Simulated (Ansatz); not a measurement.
**Two structures of Re: comparison of enthalpies under pressure from a Python script**

At what pressure does Re change structure? The task is a comparison of enthalpies under pressure, for two structures of Re.

Computed with Ansatz 0.2.0 through its Python package. Level of theory: DFT PBEsol, plane waves, norm-conserving potentials.

## Step 1: The system

Re Pm-3m: Symmetry: Pm-3m, No. 221, cubic system. The conventional cell has a = 2.530 Å, b = 2.530 Å, c = 2.530 Å, α = 90.00°, β = 90.00°, γ = 90.00°. Re (site symmetry m-3m) has 6 Re at 2.53 Å as nearest neighbours.

Re Im-3m: The structure is cubic, space group Im-3m (No. 229). The conventional cell has a = 3.090 Å, b = 3.090 Å, c = 3.090 Å, α = 90.00°, β = 90.00°, γ = 90.00°. Re (site symmetry m-3m) has 8 Re at 2.68 Å as nearest neighbours.

The script holds or builds the structure itself.

## Step 2: Script

Input file transition_re.py:

```python
import csv
import warnings

import ansatz
import numpy as np

FUNCTIONAL = "pbesol"
SCF_TOL = 1e-09
MAX_ITERATIONS = 200
K_SPACING = 0.26
SMEARING = "gaussian"
WIDTH_EV = 0.05


def sc(a_site, a):
    return (
        ansatz.Lattice.cubic(a)
        .space_group(221)
        .atom(a_site, [0, 0, 0])
    )


def bcc(a_site, a):
    return (
        ansatz.Lattice.bcc(a)
        .space_group(229)
        .atom(a_site, [0, 0, 0])
        .primitive()
    )


def compute(name, crystal, pressure=0.0):
    calc = (
        crystal.calculation()
        .functional(FUNCTIONAL)
        .pseudopotentials("nc")
        .initial_density(normalization="cell")
        .scf(tolerance=SCF_TOL, max_iterations=MAX_ITERATIONS, algorithm="direct_min")
        .kpoints(spacing=K_SPACING)
        .occupations(SMEARING, width=WIDTH_EV)
    )
    calc = calc.relax(force_tolerance=0.03, cell=True, pressure=pressure)
    return calc.run()


def volume_per_atom(outcome):
    return abs(np.linalg.det(outcome.lattice.cell_ang)) / len(outcome.lattice.sites)


def main() -> None:
    warnings.simplefilter("ignore")

    phases = {}
    phases["sc"] = sc("Re", 2.53)
    phases["bcc"] = bcc("Re", 3.09)

    pressures = [0, 5, 10, 20]
    enthalpy, volume = {name: [] for name in phases}, {name: [] for name in phases}
    for p in pressures:
        for name, crystal in phases.items():
            o = compute(name, crystal, pressure=p)
            volume[name].append(volume_per_atom(o))
            enthalpy[name].append(o.report["energy_sigma0_ev"] / len(o.lattice.sites) + p * volume[name][-1] / 160.21766)
    gap = np.array(enthalpy["bcc"]) - np.array(enthalpy["sc"])
    rows = [(p, va, vb, 1000 * d) for p, va, vb, d in zip(pressures, volume["sc"], volume["bcc"], gap)]
    with open("transition.csv", "w", newline="") as handle:
        writer = csv.writer(handle)
        writer.writerow(["P (GPa)", "V sc (A^3/atom)", "V bcc (A^3/atom)", "H(bcc) - H(sc) (meV/atom)"])
        writer.writerows([round(v, 4) if isinstance(v, float) else v for v in row] for row in rows)
    print(open("transition.csv").read())
    crossings = [p0 - g0 * (p1 - p0) / (g1 - g0) for p0, p1, g0, g1 in zip(pressures, pressures[1:], gap, gap[1:]) if g0 * g1 < 0]
    print("crossing near", [round(float(p), 1) for p in crossings], "GPa") if crossings else print("no crossing in this range")


if __name__ == "__main__":
    main()
```

## Step 3: What the engine is handed

The engine receives this input (first run):

```yaml
crystal:
  lattice:
    bravais: cubic
    a: 2.53
  space_group: 221
  atoms:
    - { symbol: Re, position: [0.0, 0.0, 0.0] }
kpoints:
  mp_grid:
    kspacing: 0.26
hamiltonian:
  xc: pbesol
  pseudopotentials:
    kind: nc
scf:
  max_iter: 200
  algorithm: direct_min
  convergence:
    dr2_threshold: 1.0e-09
  occupations:
    method: gaussian
    width: 0.05
  initial_density:
    normalization: cell
relax:
  f_tol: 0.03
  cell:
    p_target: 0.0
```

## Step 4: Running it

On the command line:

```bash
python transition_re.py
```

Log:

```text
P (GPa),V sc (A^3/atom),V bcc (A^3/atom),H(bcc) - H(sc) (meV/atom)
0,16.6056,14.6927,-1097.6456
5,16.3271,14.5046,-1155.8454
10,16.0751,14.3307,-1211.4124
20,15.6183,14.0105,-1315.8718

no crossing in this range
```

Wall time 2.5 min (1 thread of Arm Neoverse V1, shared host); peak memory 0.44 GiB.

## Step 5: The runs side by side

One row for each of the 8 runs:

```csv
run,space group at the end,pressure asked (GPa),energy from run 2 (meV/atom),final volume (Å³/atom),pressure (GPa),SCF cycles in all,CPU time (s)
1,Pm-3m,0,1097.65,16.61,-0.03,20,18
2,Im-3m,0,0.00,14.69,-0.02,14,14
3,Pm-3m,5,1101.89,16.33,5.00,20,20
4,Im-3m,5,2.93,14.50,5.02,19,18
5,Pm-3m,10,1113.61,16.08,9.96,16,16
6,Im-3m,10,11.07,14.33,9.99,20,20
7,Pm-3m,20,1156.06,15.62,20.01,25,23
8,Im-3m,20,40.88,14.01,20.01,22,21
```

Energies are extrapolated to zero smearing width, as in the script. 

Enthalpy H = E + pV of the second structure less the first:

```csv
pressure (GPa),ΔH (meV/atom)
0,-1097.6
5,-1155.8
10,-1211.4
20,-1315.9
```

## Step 6: The relaxation of run 5, step by step

Relaxation path:

```csv
step,energy from step 1 (eV/cell),largest force component (eV/Å),pressure (GPa),volume (Å³)
1,0.0000,0.0000,7.56,16.19
2,0.0200,0.0000,13.83,15.89
3,0.0065,0.0000,9.96,16.08
4,0.0065,0.0000,9.96,16.08
```

Step 1 is the start. Step 4 repeats the geometry before it on a plane-wave basis chosen anew for that cell, so its energy need not be comparable with the rows above. Step 2 was tried and not accepted.

«Before» is this run's own start.

|  | before | after | change |
| --- | --- | --- | --- |
| a (Å) | 2.530 | 2.524 | -0.2 % |
| b (Å) | 2.530 | 2.524 | -0.2 % |
| c (Å) | 2.530 | 2.524 | -0.2 % |
| volume (Å³/atom) | 16.19 | 16.08 | -0.7 % |
| shortest distance (Å) | 2.530 | 2.524 | -0.2 % |
| space group (0.01 Å) | Pm-3m | Pm-3m | same |

Forces and stress were held to the start's 48 operations: a distortion of lower symmetry was not tested.

Under a set pressure the enthalpy E + pV is minimised, so E itself may rise.

## Step 7: Path of the relaxation of run 8

The steps of the relaxation:

```csv
step,energy from step 1 (eV/cell),largest force component (eV/Å),pressure (GPa),volume (Å³)
1,0.0000,0.0000,-1.54,14.75
2,0.4162,0.0000,76.49,12.70
3,0.0277,0.0000,16.39,14.12
4,0.0414,0.0000,20.32,14.00
5,0.0402,0.0000,20.00,14.01
6,0.0405,0.0000,20.01,14.01
```

Step 1 is the start. Step 6 repeats the geometry before it on a plane-wave basis chosen anew for that cell, so its energy need not be comparable with the rows above. Step 2 was tried and not accepted.

Lengths and angles in the start's conventional setting:

«Before» is this run's own start.

|  | before | after | change |
| --- | --- | --- | --- |
| a (Å) | 3.090 | 3.037 | -1.7 % |
| b (Å) | 3.090 | 3.037 | -1.7 % |
| c (Å) | 3.090 | 3.037 | -1.7 % |
| volume (Å³/atom) | 14.75 | 14.01 | -5.0 % |
| shortest distance (Å) | 2.676 | 2.630 | -1.7 % |
| space group (0.01 Å) | Im-3m | Im-3m | same |

The run keeps the 48 symmetry operations of the start, so it could not have lowered the symmetry.

Under a set pressure the enthalpy E + pV is minimised, so E itself may rise.

## Step 8: Summary of results

| quantity | value |
| --- | --- |
| runs compared | 8 |
| crossing of the enthalpies | none in the range |

**Reading.** The second structure (Im-3m) stays lower over the whole range, and pressure widens its lead. In run 5, over 1 move the cell shrank by 0.7 % in volume under the 10 GPa asked, and the space group stayed Pm-3m. In run 8, the volume shrank by 5.0 % over 3 moves under the 20 GPa asked, and the space group stayed Im-3m. What to keep in mind:
- At a fixed pressure a relaxation lowers the enthalpy F + PV, while F alone can rise.
- The program warned that this SCF threshold is loose for forces or stresses.
- Spin-orbit coupling, which matters for elements this heavy, is left out.
- Only these two structures are compared, at zero temperature and with their symmetry kept; either may be hypothetical, and another phase may be lower than both. Differences under about 40 meV an atom lie within the error of mesh and functional.
- The cells are prototypes set up for this calculation and needn't exist.
